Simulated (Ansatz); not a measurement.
# Mg2C: a single-point run

Aim: a sound single-point run of Mg2C. The structure is shown as the input types it. The cell is built on a prototype (antifluorite) and needn't be the phase found in nature.

Computed with Ansatz 0.2.0 (density functional or hybrid calculation with the settings of its input, plane waves (as first typed), unless a step's input says otherwise).

3 further runs of the same task are left out: 3 that didn't finish.

### 1 Starting point

It takes space group Fm-3m (No. 225, cubic). The conventional cell has a = 5.422 Å, b = 5.422 Å, c = 5.422 Å, α = 90.00°, β = 90.00°, γ = 90.00°. C (site symmetry m-3m) has 8 Mg at 2.35 Å as nearest neighbours. Around Mg (site symmetry -43m) lie 4 C at 2.35 Å.

As a file:

```xyz
3
Lattice="0.0000 2.7109 2.7109 2.7109 0.0000 2.7109 2.7109 2.7109 0.0000" Properties=species:S:1:pos:R:3 pbc="T T T"
C     0.0000    0.0000    0.0000
Mg    1.3555    1.3555    1.3555
Mg    4.0664    4.0664    4.0664
```

### 2 Input and run

The input, input.yaml:

```yaml
crystal:
  lattice:
    - [0.0, 2.7109426181, 2.7109426181]
    - [2.7109426181, 0.0, 2.7109426181]
    - [2.7109426181, 2.7109426181, 0.0]
  atoms:
    - { symbol: C, position: [0.0, 0.0, 0.0] }
    - { symbol: Mg, position: [0.25, 0.25, 0.25] }
    - { symbol: Mg, position: [0.75, 0.75, 0.75] }
kpoints:
  mp_grid: { grid: [6, 6, 6] }
hamiltonian:
  xc: r2scan
scf:
  occupations: { method: fixed }
  n_extra_bands: 4
  mixing: { beta: -0.3 }
  max_iter: 58
output:
  forces: true
  stress: true
  eigenvalues: true
```

The run is started by

```bash
> ansatz run input.yaml --threads 4 --pin off --max-ram 3686MiB --backend cpu --events-out ev --progress --plain --runs-dir out
```

Q: Will this input give a usable result? If not, why, and what should change?

The program refused the input before any cycle. Its message: «invalid value for `scf.mixing.beta`: must be finite and in (0, 1]; got -0.3»

In the input, scf.mixing.beta is -0.3. A value lies outside the range that the key allows.

Fix: delete scf.mixing.beta (the default then holds).
